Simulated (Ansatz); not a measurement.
# WS2: the cost of one run

Method: DFT PBEsol+D3(BJ), scalar-relativistic, plane waves, PAW, in Ansatz 0.2.0.

The COD entry's cell or inner coordinates are ideal or old and differ from later refinements, so a difference from it is no clean test against experiment.

### 1 The starting structure

It takes space group P6_3/mmc (No. 194, hexagonal). Conventional cell: a = 3.115 Å, b = 3.115 Å, c = 11.772 Å, α = 90.00°, β = 90.00°, γ = 120.00°. W (site symmetry -6m2) is surrounded by 6 S at 2.39 Å. S (site symmetry 3m) is surrounded by 3 W at 2.39 Å.

Coordinates:

```cif
data_structure
_symmetry_space_group_name_H-M 'P6_3/mmc'
_symmetry_Int_Tables_number 194
_cell_length_a 3.1147
_cell_length_b 3.1147
_cell_length_c 11.7722
_cell_angle_alpha 90.000
_cell_angle_beta 90.000
_cell_angle_gamma 120.000
_cell_volume 98.91
loop_
_atom_site_label
_atom_site_type_symbol
_atom_site_symmetry_multiplicity
_atom_site_Wyckoff_symbol
_atom_site_fract_x
_atom_site_fract_y
_atom_site_fract_z
_atom_site_occupancy
W1 W 2 c 0.33333 0.66667 0.25000 1
S1 S 4 f 0.33333 0.66667 0.61645 1
```

This cell was relaxed beforehand with the same method: volume 16.48 Å³/atom, gap on the mesh 0.66 eV.

### 2 The reference cell

Reference values: F = -24060.5560 eV; pressure 0.00 GPa; largest force 0.000 eV/Å; gap on the mesh 0.66 eV. It was computed beforehand with the settings of the runs below.

### 3 Setting up energy and stress against strain

The cell is strained by ε times the Voigt pattern (1, 1, 0, 0, 0, 0) (xx, yy, zz, yz, xz, xy; engineering shear), with fractional coordinates fixed (clamped ions). The stress on the pattern is the sum of the stress components weighted by it, tension positive.

### 4 ε = -0.0600

The input, input.yaml:

```yaml
crystal:
  lattice:
    - [2.9278437532, 0.0, 0.0]
    - [-1.4639218766, 2.5355870686, 0.0]
    - [0.0, 0.0, 11.7722466704]
  atoms:
    - { symbol: W, position: [0.3333333333, 0.6666666667, 0.25] }
    - { symbol: W, position: [0.6666666667, 0.3333333333, 0.75] }
    - { symbol: S, position: [0.3333333333, 0.6666666667, 0.6164531912] }
    - { symbol: S, position: [0.6666666667, 0.3333333333, 0.1164531912] }
    - { symbol: S, position: [0.3333333333, 0.6666666667, 0.8835468088] }
    - { symbol: S, position: [0.6666666667, 0.3333333333, 0.3835468088] }
basis:
  ecutwfc: 420
kpoints:
  mp_grid: { grid: [12, 12, 4] }
hamiltonian:
  xc: pbesol
  dispersion: d3bj
scf:
  occupations: { method: gaussian, width: 0.05 }
output:
  forces: true
  stress: true
  eigenvalues: true
```

On the command line:

```bash
ansatz run input.yaml --threads 1 --pin off --max-ram 2560MiB --backend cpu --events-out ev --progress --plain --runs-dir out
```

**Question.** How long does this run take on 1 thread of Intel Xeon Platinum 8259CL at 2.50GHz (Skylake/Cascade Lake), shared host, and how much memory does it need?

About 8.2 s, with a peak of 0.44 GiB.
